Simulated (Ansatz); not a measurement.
Working through a rigid torsion scan of BrFH5NSi2, SMILES F[SiH](Br)N[SiH3]

With the Python package of Ansatz (0.2.0).

At the Python prompt:
```pycon
>>> import ansatz as az
>>> from ase import Atoms
>>> atoms = Atoms(["F", "Si", "Br", "N", "Si", "H", "H", "H", "H", "H"], positions=[
...     [-1.4204, 0.4206, 1.4427],
...     [0.0769, 0.0841, 1.3132],
...     [1.1809, 1.309, 2.7471],
...     [0.6743, 0.5568, -0.228],
...     [-0.1292, -0.4657, -1.3841],
...     [0.3038, -1.3378, 1.5734],
...     [0.3294, 1.5045, -0.3746],
...     [-1.5582, -0.2526, -1.3362],
...     [0.3667, -0.0048, -2.6465],
...     [0.2589, -1.8654, -1.1039],
... ])
>>> # start the scan from a relaxed geometry
>>> first = (
...     az.Crystal.molecule_from_ase(atoms).calculation()
...     .basis(gaussian="def2-SVP")
...     .functional("R2SCAN0")
...     .relax(force_tolerance=0.02, max_steps=80)
... )
>>> atoms.positions = first.run(threads=1, backend="cpu").report["positions_ang"]
>>> start = atoms.get_dihedral(1, 3, 4, 7)
>>> energies = {}
>>> for turn in range(0, 121, 15):
...     turned = atoms.copy()
...     turned.set_dihedral(1, 3, 4, 7, start + turn, indices=[4, 7, 8, 9])
...     job = az.Crystal.molecule_from_ase(turned).calculation().basis(gaussian="def2-SVP").functional("R2SCAN0")
...     energies[round((start + turn) % 360)] = job.run(threads=1, backend="cpu").report["free_energy_ev"]
...
>>> floor = min(energies.values())
>>> print("dihedral Si1-N3-Si4-H7 (deg)   E - E(min) (kcal/mol)")
dihedral Si1-N3-Si4-H7 (deg)   E - E(min) (kcal/mol)
>>> for angle, e in sorted(energies.items()):
...     print(f"{angle:8d} {23.060548 * (e - floor):14.3f}  " + "#" * int(30 * (e - floor) / max(max(energies.values()) - floor, 1e-9)))
...
     113          0.000
     128          0.138  ##
     143          0.554  ###########
     158          1.050  ####################
     173          1.414  ############################
     188          1.505  ##############################
     203          1.308  ##########################
     218          0.949  ##################
     233          0.625  ############
```

The scan is rigid and the energies are electronic, in a modest basis. With rigid groups the curve can differ much from the relaxed path, the start wasn't checked as a minimum of this torsion, and equivalent turns needn't return to the same energy. Timing: 4.7 min on 1 thread of Arm Neoverse V1 (shared host), peak memory 0.41 GiB.
